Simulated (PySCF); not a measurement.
# [Hg(NH3)3]2+: other functionals and bases at one geometry

An exercise on one series of results from a longer session: the logs are not shown, and one member is left open.

Computed with PySCF 2.14.0. Level: several levels, as the steps say, no spin–orbit coupling.

1 further run of the same task is left out (for a known fault of the program).

## The system as given

13 atoms, charge 2, spin multiplicity 1.

Bond lengths: Hg1–N2 2.251 Å, Hg1–N6 2.251 Å, Hg1–N10 2.251 Å, N2–H3 1.027 Å, N2–H4 1.027 Å, N2–H5 1.026 Å, N6–H7 1.027 Å, N6–H8 1.027 Å, N6–H9 1.026 Å, N10–H11 1.027 Å, N10–H12 1.027 Å, N10–H13 1.026 Å. Angles: N2–Hg1–N6 120.0°, N2–Hg1–N10 120.0°, N6–Hg1–N10 120.0°, Hg1–N2–H3 112.4°, Hg1–N2–H4 112.4°, Hg1–N2–H5 112.9°, H3–N2–H4 106.2°, H3–N2–H5 106.2°, H4–N2–H5 106.2°, Hg1–N6–H7 112.4°, Hg1–N6–H8 112.4°, Hg1–N6–H9 112.9°, H7–N6–H8 106.2°, H7–N6–H9 106.2°, H8–N6–H9 106.2°, Hg1–N10–H11 112.4°, Hg1–N10–H12 112.4°, Hg1–N10–H13 112.9° and more.

Geometry (Å):

```xyz
13
H9HgN3
Hg    0.0000    0.0000    0.0000
N     2.2506    0.0023    0.0000
H     2.6427   -0.4736    0.8215
H     2.6427   -0.4736   -0.8215
H     2.6498    0.9480    0.0000
N    -1.1273    1.9479    0.0000
H    -0.9112    2.5254    0.8215
H    -0.9112    2.5254   -0.8215
H    -2.1458    1.8208    0.0000
N    -1.1233   -1.9503    0.0000
H    -1.7315   -2.0518    0.8215
H    -1.7315   -2.0518   -0.8215
H    -0.5039   -2.7687    0.0000
```

Formal oxidation states: Hg +2. An earlier session relaxed this geometry at PBE0, Hg def2-SVP with ECP60, N def2-SVP, H def2-SVP (singlet, point group C3h).

At PBE0 on the finer grid: E = -322.247728 Eh, HOMO -18.71 eV, LUMO -11.35 eV, Mulliken charge on Hg1 +0.85 e, largest force component 0.002 eV/Å. 

Levels to run: BP86; BLYP; PBE0, TZVP. Hardware: 2 threads of Arm Neoverse V2, shared host.

The first run:

The input, run.py (the lines that set the calculation):

```python
mol = gto.M(atom='''
Hg     0.00000     0.00000     0.00000
N      2.25062     0.00232     0.00000
H      2.64269    -0.47361     0.82146
H      2.64269    -0.47361    -0.82146
H      2.64975     0.94798     0.00000
N     -1.12732     1.94794     0.00000
H     -0.91119     2.52544     0.82146
H     -0.91119     2.52544    -0.82146
H     -2.14585     1.82076     0.00000
N     -1.12330    -1.95025     0.00000
H     -1.73150    -2.05183     0.82146
H     -1.73150    -2.05183    -0.82146
H     -0.50390    -2.76874     0.00000''',
    basis={'Hg': 'def2-SVP', 'N': 'def2-SVP', 'H': 'def2-SVP'},
    ecp={'Hg': 'def2-SVP'},
    charge=2, spin=0)
mf = dft.RKS(mol, xc='B88,P86')
mf.grids.atom_grid = (75, 302)
mf = mf.density_fit()  # fitting sets: Hg def2-universal-JKFIT, N def2-universal-JKFIT, H def2-universal-JKFIT
mf.conv_tol = 1e-08; mf.max_cycle = 55
mf.kernel(dm0)  # dm0: the density of the relaxed state
```

On the command line:

```
OMP_NUM_THREADS=2 python run.py
```

Steps of the session up to this table: BP86; BLYP; PBE0, TZVP.

One table of the session follows, with a row left open; its other results are not shown here.

```
              level  HOMO (eV)  gap (eV)  charge on Hg1 (e)  largest force component (eV/Å)
PBE0 (relaxed here)     -18.71      7.36               0.85                            0.00
               BP86          ?         ?                  ?                               ?
               BLYP     -17.14      4.91               0.70                            0.41
         PBE0, TZVP     -18.65      7.35               1.00                            0.32
```

Estimate the missing values for BP86.

As computed: HOMO (eV): -17.39; gap (eV): 4.99; charge on Hg1 (e): 0.72; largest force component (eV/Å): 0.41. In the column «HOMO (eV)» it lies between PBE0, TZVP (-18.65) and BLYP (-17.14).

In one basis the HOMO–LUMO gap runs from 4.91 eV (BLYP) to 7.36 eV (PBE0). The largest leftover force, 0.41 eV/Å with BP86, stands at a geometry relaxed at another level. Total energies of different levels can't be compared.
